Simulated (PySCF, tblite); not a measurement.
# C3H8BrClSi3: geometry, infrared bands and NMR shifts

What infrared bands and NMR shifts should C3H8BrClSi3 (`C#C[Si@H]([SiH2]Br)[SiH2]CCl`) show?

The runs use tblite 0.8.0 and PySCF 2.14.0, with density-fitted response routines of our own; the level of theory stands in each step. All values are computed, except where a source is named. Atoms count from 0, in the outputs and in this text.

**1. Starting geometry**

16 atoms, charge 0, multiplicity 1; geometry from: force field or distance geometry start.

Bonds of the start (Å): C0–C1 1.21, C1–Si2 1.86, Si2–Si3 2.28, Si3–Br4 2.21, Si2–Si5 2.29, Si5–C6 1.84, C6–Cl7 1.77, C0–H8 1.07, Si2–H9 1.50, Si3–H10 1.49, Si3–H11 1.50, Si5–H12 1.48, Si5–H13 1.49, C6–H14 1.09, C6–H15 1.11.

**2. Optimising the geometry with GFN2-xTB**

What the job is given:

```
{"job": {"kind": "relax", "xc": "GFN2-xTB", "basis": "xTB"}, "charge": 0, "multiplicity": 1}
C      0.097900     1.691900     2.722400
C     -0.355100     1.281600     1.677100
Si    -1.028200     0.626800     0.072900
Si    -1.898200    -1.468000     0.323700
Br    -2.679200    -2.258600    -1.581600
Si     0.642600     0.540300    -1.489900
C      2.171400    -0.183800    -0.768000
Cl     1.981600    -1.933700    -0.540600
H      0.478900     2.065600     3.646500
H     -2.106500     1.556800    -0.406800
H     -0.888100    -2.427000     0.859100
H     -3.031500    -1.450800     1.301200
H      0.205500    -0.178900    -2.703400
H      0.951800     1.934400    -1.920900
H      3.027100    -0.034100    -1.423000
H      2.422300     0.246400     0.220000
```

Started as:

```sh
$ OMP_NUM_THREADS=1 python probes_run.py task.json out
```

One launch serves the whole session: the jobs run in the order shown.

Standard output:

```text
step      E/eV     max force
  0    -660.14683    2.083
  1    -660.25466    0.893
  2    -660.25908    2.919
  3    -660.30219    0.404
  4    -660.31378    0.377
  5    -660.35191    0.566
  6    -660.36920    0.500
  7    -660.38417    0.255
  8    -660.39179    0.221
  9    -660.39728    0.197
 10    -660.40135    0.147
 11    -660.40496    0.132
 12    -660.40824    0.178
 13    -660.41131    0.176
 14    -660.41393    0.153
 15    -660.41633    0.149
 16    -660.41856    0.113
 17    -660.42007    0.099
 18    -660.42085    0.066
 19    -660.42142    0.068
 20    -660.42214    0.088
 21    -660.42315    0.130
 22    -660.42429    0.122
 23    -660.42527    0.079
 24    -660.42611    0.077
 25    -660.42704    0.106
 26    -660.42834    0.156
 27    -660.42987    0.151
 28    -660.43104    0.083
 29    -660.43171    0.074
 30    -660.43229    0.070
 31    -660.43311    0.112
 32    -660.43439    0.136
 33    -660.43597    0.120
 34    -660.43726    0.068
 35    -660.43793    0.057
 36    -660.43824    0.048
 37    -660.43854    0.048
 38    -660.43897    0.056
 39    -660.43942    0.069
 40    -660.43981    0.053
 41    -660.44008    0.045
 42    -660.44033    0.039
 43    -660.44059    0.047
 44    -660.44090    0.067
 45    -660.44125    0.081
 46    -660.44164    0.077
 47    -660.44201    0.052
 48    -660.44234    0.051
 49    -660.44260    0.043
 50    -660.44280    0.046
 51    -660.44300    0.043
 52    -660.44321    0.050
 53    -660.44341    0.046
 54    -660.44360    0.036
 55    -660.44376    0.040
 56    -660.44391    0.036
 57    -660.44404    0.029
 58    -660.44414    0.029
 59    -660.44421    0.022
 60    -660.44428    0.023
 61    -660.44433    0.017
 62    -660.44436    0.015
 63    -660.44438    0.014
 64    -660.44441    0.020
 65    -660.44446    0.026
 66    -660.44452    0.026
 67    -660.44458    0.021
 68    -660.44464    0.021
 69    -660.44470    0.030
 70    -660.44476    0.034
 71    -660.44483    0.025
 72    -660.44488    0.019
 73    -660.44493    0.023
 74    -660.44499    0.026
 75    -660.44509    0.036
 76    -660.44526    0.039
 77    -660.44549    0.036
 78    -660.44567    0.026
 79    -660.44579    0.022
 80    -660.44587    0.024
 81    -660.44600    0.032
 82    -660.44622    0.041
 83    -660.44651    0.036
 84    -660.44665    0.034
 85    -660.44688    0.041
 86    -660.44701    0.024
 87    -660.44716    0.024
 88    -660.44722    0.025
 89    -660.44743    0.018
 90    -660.44754    0.023
 91    -660.44769    0.019
 92    -660.44774    0.010
```

Wall time 1.2 s (1 thread of Arm Neoverse V1, shared host); peak memory 0.18 GiB.

The steps of the relaxation: (not every step is listed)

| step | energy from step 0 (eV) | largest force (eV/Å) |
| --- | --- | --- |
| 0 | 0.0000 | 2.0834 |
| 1 | -0.1078 | 0.8931 |
| 2 | -0.1123 | 2.9192 |
| 3 | -0.1554 | 0.4038 |
| 4 | -0.1669 | 0.3771 |
| 5 | -0.2051 | 0.5661 |
| 6 | -0.2224 | 0.5001 |
| 7 | -0.2373 | 0.2547 |
| 8 | -0.2450 | 0.2213 |
| 15 | -0.2695 | 0.1488 |
| 22 | -0.2775 | 0.1223 |
| 29 | -0.2849 | 0.0740 |
| 36 | -0.2914 | 0.0483 |
| 43 | -0.2938 | 0.0465 |
| 50 | -0.2960 | 0.0460 |
| 57 | -0.2972 | 0.0294 |
| 64 | -0.2976 | 0.0199 |
| 71 | -0.2980 | 0.0254 |
| 78 | -0.2988 | 0.0264 |
| 85 | -0.3000 | 0.0410 |
| 87 | -0.3003 | 0.0240 |
| 88 | -0.3004 | 0.0246 |
| 89 | -0.3006 | 0.0177 |
| 90 | -0.3007 | 0.0227 |
| 91 | -0.3009 | 0.0188 |
| 92 | -0.3009 | 0.0096 |

Distances of close pairs at the start and the end, largest changes first:

| bond | before (Å) | after (Å) | change (Å) |
| --- | --- | --- | --- |
| Si5–C6 | 1.839 | 1.916 | +0.077 |
| Si2–Si3 | 2.282 | 2.329 | +0.047 |
| Si2–Si5 | 2.289 | 2.330 | +0.041 |
| Si3–Br4 | 2.206 | 2.245 | +0.039 |
| Si3–H10 | 1.492 | 1.457 | -0.035 |
| Si3–H11 | 1.497 | 1.463 | -0.034 |
| Si2–H9 | 1.503 | 1.479 | -0.024 |
| Si5–H13 | 1.492 | 1.469 | -0.022 |

The next job starts from the end point, and lists it.

**3. Infrared spectrum with GFN2-xTB**

What the job is given:

```
{"job": {"kind": "ir", "xc": "GFN2-xTB", "basis": "xTB"}, "charge": 0, "multiplicity": 1}
C      0.076080     1.508075     2.727267
C     -0.363809     1.170224     1.659782
Si    -1.004498     0.613015     0.012451
Si    -1.952838    -1.463462     0.476491
Br    -2.577616    -2.343038    -1.492433
Si     0.659582     0.683677    -1.616809
C      2.237475    -0.073723    -0.836927
Cl     1.810756    -1.637562    -0.082102
H      0.447783     1.807440     3.665609
H     -2.092600     1.563957    -0.302610
H     -1.107869    -2.505984     1.044036
H     -3.215062    -1.459390     1.215371
H      0.340301    -0.135142    -2.788767
H      1.057667     2.021407    -2.076511
H      3.014504    -0.284427    -1.567114
H      2.662545     0.543877    -0.049143
```

Standard output:

```text
mode    cm-1     km/mol
  1       9.6      1.15
  2      22.8      1.19
  3      48.4      3.05
  4      58.2      6.20
  5      63.9      1.64
  6      89.4      0.54
  7     121.6      4.84
  8     127.4      3.54
  9     201.5      5.73
 10     247.8     16.43
 11     256.7     31.96
 12     344.0     14.23
 13     372.0     21.62
 14     388.6     11.50
 15     412.3     13.13
 16     487.3      6.01
 17     545.4     67.35
 18     572.2    297.62
 19     594.7     93.31
 20     604.2    133.85
 21     624.2     34.84
 22     673.7    150.13
 23     676.4    121.49
 24     685.3    191.86
 25     688.7    161.05
 26     704.3     60.22
 27     744.2    164.06
 28     750.7     35.88
 29     780.9    201.31
 30     804.7    231.60
 31    1094.2      7.58
 32    1190.8      0.33
 33    1437.5      5.90
 34    2108.3    289.28
 35    2194.7     32.05
 36    2199.6    365.63
 37    2244.0    165.84
 38    2251.2    350.30
 39    2306.1    193.20
 40    2995.3      6.47
 41    3000.5      4.42
 42    3349.0      0.34
```

Wall time 1.1 s (1 thread of Arm Neoverse V1, shared host); peak memory 0.18 GiB.

Which atoms move in the most intense modes:

| cm⁻¹ | km/mol | atoms |
| --- | --- | --- |
| 572 | 297.6 | H9 62 %, H12 13 %, H10 10 % |
| 685 | 191.9 | H8 62 %, C0 13 % |
| 781 | 201.3 | H13 46 %, H12 42 % |
| 805 | 231.6 | H10 47 %, H11 46 % |
| 2108 | 289.3 | H9 97 % |
| 2200 | 365.6 | H13 94 % |
| 2251 | 350.3 | H11 91 % |
| 2306 | 193.2 | H10 93 % |

**4. Nuclear shieldings: PBE0/pcSseg-1**

The job, as its differences from that of step 3:

```diff
@@ -1,2 +1,2 @@
-{"job": {"kind": "ir", "xc": "GFN2-xTB", "basis": "xTB"}, "charge": 0, "multiplicity": 1}
+{"job": {"kind": "nmr", "xc": "PBE0", "basis": "pcSseg-1"}, "charge": 0, "multiplicity": 1}
 C      0.076080     1.508075     2.727267
```

With the program's defaults for keys left out, this is: GIAO PBE0/pcSseg-1 NMR shielding, non-relativistic, gas phase.

Standard output:

```text
coarse grid: 68200 points
cycle   1  E = -4020.5959540898  dE = -6.723e-01  |g| = 7.774e-01  |ddm| = 3.850e+00
cycle   2  E = -4020.5999883910  dE = -4.034e-03  |g| = 4.918e-01  |ddm| = 1.101e+00
cycle   3  E = -4020.6448375058  dE = -4.485e-02  |g| = 1.467e-01  |ddm| = 6.994e-01
cycle   4  E = -4020.6504233219  dE = -5.586e-03  |g| = 5.007e-02  |ddm| = 1.979e-01
cycle   5  E = -4020.6508246003  dE = -4.013e-04  |g| = 2.599e-02  |ddm| = 4.992e-02
cycle   6  E = -4020.6510008884  dE = -1.763e-04  |g| = 2.523e-03  |ddm| = 2.128e-02
cycle   7  E = -4020.6510020798  dE = -1.191e-06  |g| = 9.143e-04  |ddm| = 4.288e-03
final grid: 137200 points
cycle   8  E = -4020.6509977219  dE =  7.166e-08  |g| = 1.185e-03  |ddm| = 3.733e-03
cycle   9  E = -4020.6509974579  dE =  2.640e-07  |g| = 1.592e-03  |ddm| = 3.306e-03
cycle  10  E = -4020.6509980815  dE = -6.236e-07  |g| = 1.945e-04  |ddm| = 1.788e-03
cycle  11  E = -4020.6509980908  dE = -9.330e-09  |g| = 4.513e-05  |ddm| = 1.745e-04
cycle  12  E = -4020.6509980913  dE = -4.902e-10  |g| = 1.042e-05  |ddm| = 4.465e-05
converged SCF energy = -4020.6509980913

GIAO shielding tensors (ppm)
atom      isotropic    diamagn.    paramagn.     s11        s22        s33       span
  0 C       78.601     260.373    -181.772     -7.859     -3.485    247.146    255.005
  1 C      105.783     262.145    -156.362     11.610     13.721    292.019    280.409
  2 Si     453.263     879.827    -426.564    420.296    462.761    476.732     56.436
  3 Si     378.404     875.994    -497.590    349.836    365.901    419.474     69.638
  4 Br    2861.327    3124.382    -263.055   2754.335   2867.352   2962.296    207.961
  5 Si     412.977     879.169    -466.193    363.090    411.299    464.540    101.450
  6 C      155.945     252.823     -96.878    129.883    141.285    196.666     66.783
  7 Cl     895.062    1148.780    -253.718    792.361    827.865   1064.959    272.599
  8 H       29.686      33.216      -3.530     24.203     24.541     40.314     16.111
  9 H       27.258      27.436      -0.178     23.429     25.690     32.654      9.225
 10 H       26.222      27.801      -1.579     23.038     24.855     30.774      7.735
 11 H       26.074      26.548      -0.474     20.859     25.152     32.211     11.353
 12 H       27.406      28.609      -1.203     24.183     26.144     31.891      7.708
 13 H       27.374      28.426      -1.052     23.356     24.720     34.046     10.691
 14 H       28.361      28.600      -0.239     22.254     26.617     36.212     13.957
 15 H       28.366      30.824      -2.458     23.958     25.976     35.164     11.206
```

It took 91 s on 1 thread of Arm Neoverse V1, shared host; peak memory 1 GiB.

Shifts follow as δ = σ(reference) − σ, with reference shieldings (ppm) from runs at the same level and on the same kind of geometry: 1H TMS 31.72, 13C TMS 186.9, 29Si TMS 349.2, 35Cl HCl 950, 79Br HBr 2622. The references are single molecules in the gas phase.

| atoms | environment | σ (ppm) | δ (ppm) | δ scaled to CDCl3 |
| --- | --- | --- | --- | --- |
| C0 | terminal alkyne carbon | 78.6 | 108.3 | 103.8 |
| C1 | alkyne carbon | 105.8 | 81.1 | 77.3 |
| C6 | sp3 CH2 bonded to Cl and Si | 155.9 | 31.0 | 28.3 |
| H11 | hydrogen on a silicon bonded to Br, Si | 26.07 | 5.64 | – |
| H10 | hydrogen on a silicon bonded to Br, Si | 26.22 | 5.49 | – |
| H9 | hydrogen on a silicon bonded to C, 2 Si | 27.26 | 4.46 | – |
| H13 | hydrogen on a silicon bonded to C, Si | 27.37 | 4.34 | – |
| H12 | hydrogen on a silicon bonded to C, Si | 27.41 | 4.31 | – |
| H14 | hydrogen on an sp3 CH2 bonded to Cl and Si | 28.36 | 3.36 | 3.27 |
| H15 | hydrogen on an sp3 CH2 bonded to Cl and Si | 28.37 | 3.35 | 3.26 |
| H8 | hydrogen on a terminal alkyne carbon | 29.69 | 2.03 | 2.02 |
| Si3 | silicon bonded to Br, Si, 2 H | 378.4 | -29.2 | – |
| Si5 | silicon bonded to C, Si, 2 H | 413.0 | -63.8 | – |
| Si2 | silicon bonded to C, 2 Si, H | 453.3 | -104.1 | – |
| Br4 | bromine bonded to Si | 2861 | -239 | – |
| Cl7 | chlorine bonded to C | 895 | 55 | – |

The scaled column applies a straight-line fit of computed shieldings to shifts measured in CDCl3, with any fitted terms for Cl, Br or S neighbours (root-mean-square error 0.16 ppm for H, 1.9 ppm for C).

The run also stored atomic charges by several schemes (e):

| atoms | Mulliken | IAO | Hirshfeld | ESP fit |
| --- | --- | --- | --- | --- |
| C0 | -0.22 | -0.19 | -0.08 | -0.35 |
| C1 | -0.15 | -0.32 | -0.16 | -0.08 |
| Si2 | 0.15 | 0.33 | 0.19 | 0.18 |
| Si3 | 0.51 | 0.46 | 0.24 | 0.10 |
| Br4 | -0.39 | -0.29 | -0.14 | -0.18 |
| Si5 | 0.41 | 0.49 | 0.25 | 0.28 |
| C6 | -0.48 | -0.51 | -0.12 | -0.41 |
| Cl7 | -0.16 | -0.10 | -0.04 | -0.14 |

Mayer bond orders: C0–C1 2.57, C1–Si2 0.86, Si2–Si3 0.88, Si3–Br4 0.88, Si2–Si5 0.88, Si5–C6 0.86, C6–Cl7 0.95.

**5. Outcome**

| quantity | value |
| --- | --- |
| strongest single infrared mode (GFN2-xTB) | 2200 cm⁻¹, 366 km/mol |
| zero-point energy (GFN2-xTB) | 55.9 kcal/mol |
| 13C shifts against TMS (PBE0/pcSseg-1) | 108.3, 81.1, 31.0 ppm |
| 1H shifts against TMS (PBE0/pcSseg-1) | 5.64, 5.49, 4.46, 4.34, 4.31, 3.36, 3.35, 2.03 ppm |
| 29Si shifts against TMS (PBE0/pcSseg-1) | -29.2, -63.8, -104.1 ppm |
| 79Br shifts against HBr (PBE0/pcSseg-1) | -239 ppm |
| 35Cl shifts against HCl (PBE0/pcSseg-1) | 55 ppm |

In words: Relaxing lowered the energy by 0.301 eV in 92 steps; the close pair that moved most is Si5–C6, from 1.839 to 1.916 Å. No mode is imaginary among the 42: a minimum at this level. The strongest single mode, at 2200 cm⁻¹, moves mainly H13. GFN2-xTB is a fitted tight-binding method: band positions and strengths are rough. Its intensities can rank the bands wrongly. Spin-orbit coupling is left out, which matters for shieldings and couplings at and beside the heavy atoms.
